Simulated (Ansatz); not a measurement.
**Nb: strong compression**

An exercise on one series of results from a longer session: the logs are not shown, and one member is left open.

Computed with Ansatz 0.2.0 (DFT PBEsol, with the methods named in each step, unless a step's input says otherwise).

1 further run of the same task is left out (it didn't finish). Runs told in other sessions of the task aren't counted.

## Starting point

Symmetry: Fm-3m, No. 225, cubic system. Conventional cell: a = 4.121 Å, b = 4.121 Å, c = 4.121 Å, α = 90.00°, β = 90.00°, γ = 90.00°. Nb (site symmetry m-3m) is surrounded by 12 Nb at 2.91 Å.

Structure file:

```cif
data_structure
_symmetry_space_group_name_H-M 'Fm-3m'
_symmetry_Int_Tables_number 225
_cell_length_a 4.1207
_cell_length_b 4.1207
_cell_length_c 4.1207
_cell_angle_alpha 90.000
_cell_angle_beta 90.000
_cell_angle_gamma 90.000
_cell_volume 69.97
loop_
_atom_site_label
_atom_site_type_symbol
_atom_site_symmetry_multiplicity
_atom_site_Wyckoff_symbol
_atom_site_fract_x
_atom_site_fract_y
_atom_site_fract_z
_atom_site_occupancy
Nb1 Nb 4 a 0.00000 0.00000 0.00000 1
```

The file gives the conventional cell by its symmetry; the runs use the cell typed in the input.

Whether this phase is the stable one at these pressures isn't tested.

Set-up of the first run:

input.yaml

```yaml
crystal:
  lattice:
    - [0.0, 2.0603678609, 2.0603678609]
    - [2.0603678609, 0.0, 2.0603678609]
    - [2.0603678609, 2.0603678609, 0.0]
  atoms:
    - { symbol: Nb, position: [0.0, 0.0, 0.0] }
kpoints:
  mp_grid: { grid: [16, 16, 16] }
scf:
  occupations: { method: fermi_dirac, width: 0.05 }
hamiltonian:
  xc: pbesol
  pseudopotentials: { kind: paw }
output:
  forces: true
  stress: true
  write_density: true
  write_potential: true
  elf: true
  volumetric_format: npy
relax:
  f_tol: 0.005
  max_steps: 40
  cell: {}
```

On the command line:

```
$ ansatz run input.yaml --threads 1 --pin off --max-ram 2048MiB --backend cpu --events-out ev --progress --plain --runs-dir out
```

Among the steps run: Cell relaxed at zero pressure, PAW; Volume scaled by 1, PAW; Volume scaled by 1, PAW (source ansatz); Volume scaled by 0.95, PAW; Volume scaled by 0.85, PAW; Volume scaled by 0.75, PAW; Volume scaled by 0.65, PAW; Volume scaled by 0.65, PAW (source ansatz); Volume scaled by 0.55, PAW; Volume scaled by 0.55, PAW (level accurate); Volume scaled by 0.45, PAW; Volume scaled by 0.4, PAW; Volume scaled by 0.4, PAW (cutoff 300 eV).

One table of the session follows, with a row left open; its other results are not shown here.

```
              method  volume over the first  volume (Å³/atom)  pressure (GPa)
                 PAW                      1            18.143           -0.03
                 PAW                   0.95            17.235            9.74
                 PAW                   0.85            15.421           37.39
                 PAW                   0.75            13.607           81.29
                 PAW                   0.65            11.793          155.15
                 PAW                   0.55             9.978          285.82
                 PAW                   0.45             8.164          556.34
                 PAW                    0.4             7.257          817.29
 PAW (cutoff 300 eV)                    0.4             7.257          815.34
PAW (level accurate)                   0.55                 ?               ?
 PAW (source ansatz)                      1            18.143           -0.04
 PAW (source ansatz)                   0.65            11.793          155.34
```

**Question.** Estimate the row for PAW (level accurate), 0.55.

**Answer.** volume (Å³/atom): 9.978; pressure (GPa): 286.39.

Caveats from the session: At pressures up to 817 GPa the PAW spheres may overlap and frozen cores may not hold, so those PAW values are rough without an all-electron check. Warnings in the runs' records: cutoff below recommended.
